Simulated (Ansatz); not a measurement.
# CH7B2N: up Jacob's ladder to CCSD(T)

Aim: compute CH7B2N with functionals from several rungs and with coupled cluster, and see how far each lands from CCSD(T) at the basis-set limit for the atomisation energy.

The runs use Ansatz 0.2.0, Gaussian basis; functionals in def2-TZVPP, the program's frozen cores in correlated methods.

Plan: LDA (SPW92), PBE-D4, revPBE-D4, BLYP-D4, r2SCAN-D4, B97M-V, PBE0-D4, B3LYP-D4, r2SCANh-D4, r2SCAN0-D4, HSE06-D4, BHLYP-D4, CAM-B3LYP-D4, LC-ωPBE, ωB97X-V, ωB97M-V, B2PLYP, PBE-QIDH; CCSD(T)/def2-SVP; CCSD(T)/def2-TZVPP; MP2/def2-QZVPP; extrapolation to the limit; RPA on PBE.

### 1 The relaxed structure

An earlier PBE0-D4 in a triple-zeta def2 set relaxation fixed the geometry.

11 atoms, charge 0, spin multiplicity 1.

Atoms are counted from 1 here; the program's logs count them from 0.

Bond lengths: C1–B2 1.563 Å, C1–H5 1.094 Å, C1–H6 1.103 Å, C1–H7 1.092 Å, B2–B3 1.676 Å, B2–H8 1.207 Å, B3–N4 1.393 Å, B3–H9 1.209 Å, N4–H10 1.006 Å, N4–H11 1.006 Å. Angles: B2–C1–H5 113.6°, B2–C1–H6 104.6°, B2–C1–H7 116.1°, H5–C1–H6 104.9°, H5–C1–H7 109.8°, H6–C1–H7 106.8°, C1–B2–B3 124.6°, C1–B2–H8 115.9°, B3–B2–H8 119.1°, B2–B3–N4 126.8°, B2–B3–H9 117.6°, N4–B3–H9 115.6°, B3–N4–H10 122.9°, B3–N4–H11 124.0°, H10–N4–H11 113.0°.

### 2 LDA

This LDA is Slater exchange with PW92 correlation.

in.yaml reads:

```yaml
crystal:
  periodic: [false, false, false]
  atoms:
    - {symbol: C, position_ang: [-0.552189, 1.610593, 0.505391]}
    - {symbol: B, position_ang: [-0.789075, 0.199048, -0.121734]}
    - {symbol: B, position_ang: [0.425685, -0.809563, -0.683448]}
    - {symbol: N, position_ang: [1.058394, -1.827640, 0.025745]}
    - {symbol: H, position_ang: [-1.298935, 1.888238, 1.254576]}
    - {symbol: H, position_ang: [-0.711620, 2.314868, -0.328113]}
    - {symbol: H, position_ang: [0.450300, 1.802822, 0.892366]}
    - {symbol: H, position_ang: [-1.941491, -0.109194, -0.308325]}
    - {symbol: H, position_ang: [0.804134, -0.651201, -1.820820]}
    - {symbol: H, position_ang: [1.780487, -2.404226, -0.371753]}
    - {symbol: H, position_ang: [0.839710, -2.070845, 0.976817]}
basis:
  gaussian: {orbitals: def2-TZVPP}
hamiltonian: {xc: lda}
output: {orbitals: {seedname: orbitals}}
```

Launch:

```
$ ansatz run in.yaml --threads 2 --pin off --events-out ev --progress --plain --max-ram 4352MiB
```

Further steps of the session: PBE-D4 (GGA); revPBE-D4 (GGA); BLYP-D4 (GGA); r2SCAN-D4 (meta-GGA); B97M-V (meta-GGA); PBE0-D4 (hybrid); B3LYP-D4 (hybrid); r2SCANh-D4 (hybrid); r2SCAN0-D4 (hybrid); HSE06-D4 (hybrid); BHLYP-D4 (hybrid); CAM-B3LYP-D4 (range-separated); LC-ωPBE (range-separated); ωB97X-V (range-separated); ωB97M-V (range-separated); B2PLYP (double hybrid); PBE-QIDH (double hybrid); CCSD(T) in def2-SVP; CCSD(T) in def2-TZVPP; MP2 in def2-QZVPP; RPA on PBE orbitals.

Q: Predict the results of all the runs planned. Wanted: atomisation energy, CCSD(T)/CBS; farthest beyond LDA; mean size of error, GGA; mean size of error, meta-GGA; mean size of error, hybrid; mean size of error, range-separated; mean size of error, double hybrid; gap, smallest and largest; T1 diagnostic.

The runs gave:

```
                               quantity                                      value
        atomisation energy, CCSD(T)/CBS                              4048.9 kJ/mol
 functionals within 20.2 kJ/mol (0.5 %)    revPBE-D4, r2SCAN0-D4, B2PLYP, PBE-QIDH
                    farthest beyond LDA                      PBE-D4 (+97.1 kJ/mol)
                mean size of error, GGA                                45.7 kJ/mol
           mean size of error, meta-GGA                                43.8 kJ/mol
             mean size of error, hybrid                                34.9 kJ/mol
    mean size of error, range-separated                                43.8 kJ/mol
      mean size of error, double hybrid                                 3.7 kJ/mol
              gap, smallest and largest  3.92 eV (LDA (SPW92)), 11.53 eV (LC-ωPBE)
                          T1 diagnostic                                     0.0121
triples share of the correlation energy                                      3.6 %
```

What this shows: LDA overbinds by 547.0 kJ/mol (14 %). PBE-D4 misses by +97.1 kJ/mol. Double hybrids carry the basis error of their MP2 part in triple zeta, and no dispersion term here, so their miss is partly the set-up's. By mean error the best rung here is double hybrid (3.7 kJ/mol) and the worst beyond LDA is GGA (45.7 kJ/mol). Misses under about 20.2 kJ/mol are within the doubt on the reference itself, which lacks core-valence correlation, relativity and higher excitations. Hartree-Fock recovers 76 % of the binding; the rest is correlation. CCSD(T) in def2-SVP is off by -174.3 kJ/mol, which most functionals beat. Orbital gaps span 3.9 to 11.5 eV; exact exchange widens them.
